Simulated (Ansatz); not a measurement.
# AsH3O3: the cost of one run

Computed with Ansatz 0.2.0 (DFT PBE0, Gaussian basis def2-svp, unless a step's input says otherwise).

### 1 The starting structure

Bond lengths: As1–O2 1.839 Å, As1–O3 1.839 Å, As1–O4 1.839 Å, O2–H5 0.990 Å, O3–H6 0.990 Å, O4–H7 0.990 Å. Angles: As1–O2–H5 104.5°, O2–As1–O3 92.1°, O2–As1–O4 92.1°, O3–As1–O4 92.2°, As1–O3–H6 104.5°, As1–O4–H7 104.5°.

Structure file:

```xyz
7

As   -0.2982   -0.1615   -0.6533
O     1.5169   -0.4463   -0.7190
O    -0.0956    1.3279    0.4061
O    -0.4856   -1.2621    0.8077
H     1.8315    0.1248   -1.4644
H    -1.0205    1.6306    0.5892
H    -1.4485   -1.2135    1.0339
```

### 2 Relaxing the atoms: AsH3O3

File input.yaml:

```yaml
crystal:
  periodic: [false, false, false]
  atoms:
    - { symbol: As, position_ang: [-0.298211, -0.161489, -0.653331] }
    - { symbol: O, position_ang: [1.516929, -0.44629, -0.719043] }
    - { symbol: O, position_ang: [-0.095586, 1.327928, 0.406081] }
    - { symbol: O, position_ang: [-0.485606, -1.262094, 0.807673] }
    - { symbol: H, position_ang: [1.831474, 0.124776, -1.464432] }
    - { symbol: H, position_ang: [-1.020518, 1.630627, 0.589166] }
    - { symbol: H, position_ang: [-1.448482, -1.213458, 1.033886] }
basis:
  gaussian: { orbitals: def2-svp }
hamiltonian:
  xc: pbe0
magnetization:
  spin_polarized: false
relax:
  f_tol: 0.02
  max_steps: 100
scf:
  lower_state_search: "off"
```

Launch:

```console
$ ansatz run input.yaml --threads 2 --pin off --max-ram 8192MiB --backend cpu --events-out ev --progress --plain --runs-dir out
```

What time and memory should one allow on 2 threads of Intel Xeon at 2.30GHz, shared host?

About 58 s, with a peak of 0.2 GiB.
